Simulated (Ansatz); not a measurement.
# Sb5O: from a guess to a relaxed structure

Aim: relax a trial structure of Sb5O and see where it ends.

Computed with Ansatz 0.2.0 (DFT PBE, scalar-relativistic, plane waves, PAW, unless a step's input says otherwise).

## (1) The starting structure

The structure is cubic, space group F-43m (No. 216). Conventional cell: a = 8.408 Å, b = 8.408 Å, c = 8.408 Å, α = 90.00°, β = 90.00°, γ = 90.00°. Sb (site symmetry -43m) is surrounded by 12 Sb at 3.49 Å and 4 O at 3.64 Å. Sb (site symmetry 3m) has 9 Sb at 2.97 to 3.49 Å and 3 O at 3.49 Å as nearest neighbours. O (site symmetry -43m) has 16 Sb at 3.49 to 3.64 Å as nearest neighbours.

As a file:

```cif
data_structure
_symmetry_space_group_name_H-M 'P 1'
_symmetry_Int_Tables_number 1
_cell_length_a 5.9456
_cell_length_b 5.9456
_cell_length_c 5.9456
_cell_angle_alpha 60.000
_cell_angle_beta 60.000
_cell_angle_gamma 60.000
_cell_volume 148.62
loop_
_atom_site_label
_atom_site_type_symbol
_atom_site_fract_x
_atom_site_fract_y
_atom_site_fract_z
_atom_site_occupancy
Sb1 Sb 0.25000 0.25000 0.25000 1
Sb2 Sb 0.12500 0.62500 0.62500 1
Sb3 Sb 0.62500 0.62500 0.62500 1
Sb4 Sb 0.62500 0.12500 0.62500 1
Sb5 Sb 0.62500 0.62500 0.12500 1
O1 O 0.00000 0.00000 0.00000 1
```

The cell is invented: species swapped into a database cell of CaAu5 (F-43m, No. 216), with O on the Ca sites and Sb on the Au sites. Its size is a rough estimate.

## (2) A first look at the guess

The input, input.yaml:

```yaml
crystal:
  lattice:
    - [0.0, 4.2041985, 4.2041985]
    - [4.2041985, 0.0, 4.2041985]
    - [4.2041985, 4.2041985, 0.0]
  atoms:
    - { symbol: Sb, position: [0.25, 0.25, 0.25] }
    - { symbol: Sb, position: [0.125, 0.625, 0.625] }
    - { symbol: Sb, position: [0.625, 0.625, 0.625] }
    - { symbol: Sb, position: [0.625, 0.125, 0.625] }
    - { symbol: Sb, position: [0.625, 0.625, 0.125] }
    - { symbol: O, position: [0.0, 0.0, 0.0] }
basis:
  ecutwfc: 420
kpoints:
  mp_grid: { grid: [4, 4, 4] }
hamiltonian:
  xc: pbe
scf:
  occupations: { method: gaussian, width: 0.1 }
  lower_state_search: "off"
output:
  forces: true
  stress: true
  eigenvalues: true
```

The run is started by

```
ansatz run input.yaml --threads 1 --pin off --max-ram 2560MiB --backend cpu --events-out ev --progress --plain --runs-dir out
```

The session goes on with these runs: a loose first relaxation; relaxation on the finer mesh.

Before running it: what results should come out? Wanted: conventional cell; volume; energy over the elements; gap on the mesh.

The runs gave:

| quantity | value |
| --- | --- |
| symmetry at the end (tolerance 0.05 Å) | space group F-43m (No. 216) |
| conventional cell | a = 8.622 Å, b = 8.622 Å, c = 8.622 Å, α = 90.00°, β = 90.00°, γ = 90.00° |
| volume | 26.71 Å³/atom |
| energy over the elements (uncorrected; H, N, O, F and Cl as molecules) | +0.67 eV/atom |
| gap on the mesh | none (metal) |

What this shows: The space group F-43m (No. 216) is kept, and the volume per atom grows by 7.8 % from the first guess. With a positive formation energy it can't be a ground state. No finished test with a distortion of lower symmetry is shown, so the end may be a saddle point. Spin-orbit coupling is left out for Sb. Spin polarisation is off in the runs that give these values; a magnetic solution could lie lower.
